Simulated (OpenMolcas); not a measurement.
# One shape, several levels: InNH2F (SMILES [NH2][In][F])

Aim: a comparison of 6 runs (UHF/ANO-RCC-MB, UHF/3-21G, UPBE/3-21G, UBLYP/def2-SVP, ROCCSD[T]/LANL2DZ, ROMP2/ANO-RCC-MB) of InNH2F. 

The results are computed with OpenMolcas 26.06.

6 further runs of the same task are left out: 1 that didn't finish, 5 set aside as unsound or not needed.

### Step 1. The molecule

InNH2F: 5 atoms, total charge 0, spin state doublet. As SMILES, `[NH2][In][F]`. The shape comes from GFN2-xTB, which is rough for such elements, and wasn't checked as a minimum. This is one conformer, not always the lowest.

Bond lengths: N1–In2 2.237 Å, In2–F3 2.070 Å, N1–H4 1.018 Å, N1–H5 1.018 Å. Angles: N1–In2–F3 106.0°, In2–N1–H4 101.8°, In2–N1–H5 110.1°, H4–N1–H5 105.8°.

### Step 2. Energy and forces at UHF/ANO-RCC-MB (DKH2) (run 1)

mol.xyz reads:

```xyz
5

N      0.105690     1.031680     0.009810
In     0.157580    -0.929530     1.084950
F      0.478830    -2.368780    -0.368100
H      0.010480     0.735400    -0.959980
H     -0.752570     1.531230     0.233320
```

mol.inp reads:

```
&gateway
coord=mol.xyz
basis=ANO-RCC-MB
group=NoSym
&seward
&scf
uhf
spin=2
iterations=52
core
prorbitals=1 2
&alaska
```

Launch:

```
$ export MOLCAS_MEM=1860
$ pymolcas mol.inp > mol.log
```

What it wrote:

```text
--- Start Module: gateway ---
[...]
--- Stop Module: gateway /rc=_RC_ALL_IS_WELL_ ---
[...]
      Basis functions           39
[...]
--- Start Module: scf ---
[...]
       Convergence after  26 Iterations
[...]
::    Total SCF energy                              -6032.1483801551
[...]
      Total spin, S                                     0.5595147468
[...]
      Total electronic charge=   67.000000
      Total            charge=   -0.000000
[...]
      Dipole Moment (debye):
      Origin of the operator (angstrom)=    0.1863   -0.9010    0.7809
                   X= -1.4358E+00               Y=  2.6852E+00               Z=  1.3647E+00           Total=  3.3368E+00
      Quadrupole Moment (debye*angstrom):
[...]
--- Stop Module: scf /rc=_RC_ALL_IS_WELL_ ---
[...]
--- Start Module: alaska ---
[...]
 *              Molecular gradients               *
 **************************************************
  Irreducible representation: a
 ------------------------------------------------------------------------------------------
                              X                       Y                       Z
 ------------------------------------------------------------------------------------------
  N1               -5.23452168120344E-02    5.61468312874780E-03   -3.12347851842159E-02
  IN2               2.61597392957347E-03    1.33650194219213E-02   -7.96294994723112E-03
  F3               -2.32301829585868E-03   -4.56787934624359E-03   -7.37617270072377E-04
  H4                7.97876602482317E-03    1.45101650891041E-02    5.34270356960582E-02
  H5                4.40734951535013E-02   -2.89219882934972E-02   -1.34916832945523E-02
 ------------------------------------------------------------------------------------------
--- Stop Module: alaska /rc=_RC_ALL_IS_WELL_ ---
[...]
```

Wall time 18 s (1 thread of Arm Neoverse V2, shared host); peak memory 0.46 GiB.

### Step 3. Energy and forces at UHF/3-21G (run 2)

run.inp reads:

```
>>> EXPORT MOLCAS_PRINT=2
&GATEWAY
BASLIB=$CurrDir
BASISSET
N.3-21G....
N1 0.105690 1.031680 0.009810 angstrom
End of Basis
BASISSET
In.3-21G....
In2 0.157580 -0.929530 1.084950 angstrom
End of Basis
BASISSET
F.3-21G....
F3 0.478830 -2.368780 -0.368100 angstrom
End of Basis
BASISSET
H.3-21G....
H4 0.010480 0.735400 -0.959980 angstrom
H5 -0.752570 1.531230 0.233320 angstrom
End of Basis
&SEWARD
&SCF
UHF
SPIN=2
THRESHOLDS=1e-10 1e-07 1e-07 1e-05
PRORBITALS=0
&ALASKA
```

The basis set 3-21G is read from a file made from the Basis Set Exchange's data (not shown).

Launch:

```
$ export MOLCAS_MEM=1860
$ pymolcas run.inp > run.log
```

What it wrote:

```text
--- Start Module: gateway ---
[...]
--- Stop Module: gateway /rc=_RC_ALL_IS_WELL_ ---
[...]
      Basis functions           53
[...]
--- Start Module: scf ---
[...]
       Convergence after  20 Iterations
[...]
::    Total SCF energy                              -5868.9441872539
[...]
      Total spin, S                                     0.5288837147
[...]
      Total electronic charge=   67.000000
      Total            charge=   -0.000000
[...]
      Dipole Moment (debye):
      Origin of the operator (angstrom)=    0.1863   -0.9010    0.7809
                   X= -1.8286E+00               Y=  1.4502E+00               Z=  2.3570E+00           Total=  3.3169E+00
      Quadrupole Moment (debye*angstrom):
[...]
--- Stop Module: scf /rc=_RC_ALL_IS_WELL_ ---
[...]
--- Start Module: alaska ---
[...]
 *              Molecular gradients               *
 **************************************************
  Irreducible representation: a
 ------------------------------------------------------------------------------------------
                              X                       Y                       Z
 ------------------------------------------------------------------------------------------
  N1                7.56035794633858E-03    3.34439300888363E-02   -1.18214367271463E-02
  IN2              -7.50338870284484E-03    1.08315176821921E-02    4.89742052163606E-02
  F3                6.87327635671142E-03   -3.70221532062125E-02   -3.74431816348029E-02
  H4               -3.12130219776408E-03   -3.41702249003761E-03    4.18132181774666E-03
  H5               -3.80894340242266E-03   -3.83627207483039E-03   -3.89090867213088E-03
 ------------------------------------------------------------------------------------------
--- Stop Module: alaska /rc=_RC_ALL_IS_WELL_ ---
[...]
```

Run time: 4.2 s. Hardware: 1 thread of Arm Neoverse V2, shared host; peak memory 0.38 GiB.

Runs 3 to 5 aren't shown in full; the table further down has their settings and results.

### Step 4. The energy at ROMP2/ANO-RCC-MB (DKH2, RICD fitting) (run 6)

geom.xyz reads:

```xyz
5

N      0.105690     1.031680     0.009810
In     0.157580    -0.929530     1.084950
F      0.478830    -2.368780    -0.368100
H      0.010480     0.735400    -0.959980
H     -0.752570     1.531230     0.233320
```

mol.inp reads:

```
* FH2InN ROMP2

&GATEWAY
  COORD = geom.xyz
  BASIS = ANO-RCC-MB
  GROUP = NoSym
  RICD

&SEWARD

&SCF
  UHF
  SPIN = 2
  PRORBITALS = 1 2

&RASSCF
  FILEORB = $Project.UnaOrb
  SPIN = 2
  NACTEL = 1 0 0
  INACTIVE = 33
  RAS2 = 1
  OUTORBITALS = Canonical
  ORBLISTING = Nothing

&CASPT2
  IPEA = 0.0
  FROZEN = 20
```

Launch:

```
$ export MOLCAS_MEM=1860
$ pymolcas mol.inp > mol.log
```

What it wrote:

```text
--- Start Module: gateway ---
[...]
--- Stop Module: gateway /rc=_RC_ALL_IS_WELL_ ---
[...]
      Basis functions           39
[...]
       Convergence after  20 Iterations
[...]
::    Total SCF energy                              -6032.1420680706
[...]
      Total spin, S                                     0.5590646309
[...]
--- Start Module: rasscf ---
[...]
      Number of active orbitals                  1
[...]
      Spin quantum number                      0.5
[...]
      Active orbitals                            1
[...]
      Number of CSFs                             1
[...]
      Number of root(s) required                 1
[...]
      Convergence after 25 iterations
[...]
      printout of CI-coefficients larger than  0.05 for root  1
      energy=   -6032.129462
      conf/sym  1     Coeff  Weight
             1  u   1.00000 1.00000
      Natural orbitals and occupation numbers for root  1
      sym 1:   1.000000
      ************************************************************************************************************************
      *                                                    Final results                                                     *
[...]
::    RASSCF root number  1 Total energy:  -6032.12946159
[...]
      Total electronic charge=   67.000000
      Total            charge=   -0.000000
[...]
      Dipole Moment (debye):
      Origin of the operator (angstrom)=    0.1863   -0.9010    0.7809
                   X= -1.1987E+00               Y=  3.8282E+00               Z=  1.3671E-01           Total=  4.0138E+00
      Quadrupole Moment (debye*angstrom):
[...]
--- Stop Module: rasscf /rc=_RC_ALL_IS_WELL_ ---
[...]
--- Start Module: caspt2 ---
[...]
 ###    WARNING: User changed nr of frozen orbitals.                         ###
 ###############################################################################
[...]
      E2 (Variational):          -0.0908376251
      Total energy:           -6032.2202992200
[...]
      Reference weight:           0.92592
[...]
::    CASPT2 Root  1     Total energy:  -6032.22029922
[...]
--- Stop Module: caspt2 /rc=_RC_ALL_IS_WELL_ ---
[...]
```

Wall time 9.9 s (1 thread of Arm Neoverse V2, shared host); peak memory 0.33 GiB.

### Step 5. Overview of the runs

| run | level | iteration cap | starting guess | energy (Eh) | dipole moment (D) | HOMO energy (eV) | LUMO energy (eV) | wall time |
| --- | --- | --- | --- | --- | --- | --- | --- | --- |
| 1 | UHF/ANO-RCC-MB (DKH2) | 52 | core | -6032.148380 | 3.34 | -8.79 | 0.32 | 18 s |
| 2 | UHF/3-21G | – | – | -5868.944187 | 3.32 | -8.88 | -0.18 | 4.2 s |
| 3 | UPBE/3-21G | – | – | -5871.455338 | 2.17 | -5.02 | -4.17 | 19 s |
| 4 | UBLYP/def2-SVP (core potential) | – | – | -345.745674 | 2.89 | -5.48 | -4.64 | 31 s |
| 5 | ROCCSD[T]/LANL2DZ (core potential) | – | – | -157.141484 | – | – | – | 3 s |
| 6 | ROMP2/ANO-RCC-MB (DKH2, RICD fitting) | – | – | -6032.220299 | – | – | – | 9.9 s |

### Step 6. Outcome

```
           quantity           value
run 6: total energy  -6032.22030 Eh
```

In words: Over runs 1, 2, 3, 4 the dipole moment (its size) runs from 2.17 D (UPBE/3-21G) to 3.34 D (UHF/ANO-RCC-MB). The two ends differ in method and basis and Hamiltonian. Totals of different functionals can't be ranked against each other. Some runs of one species differ in core potentials or relativity; totals across that change don't compare. In runs 1, 6 the basis is minimal, so the values are rough. In runs 2, 3 relativity is left out where basis or elements ask for it. Spin contamination of the reference: run 1 ⟨S²⟩ = 0.87. All runs together took 85 s, the longest 31 s.
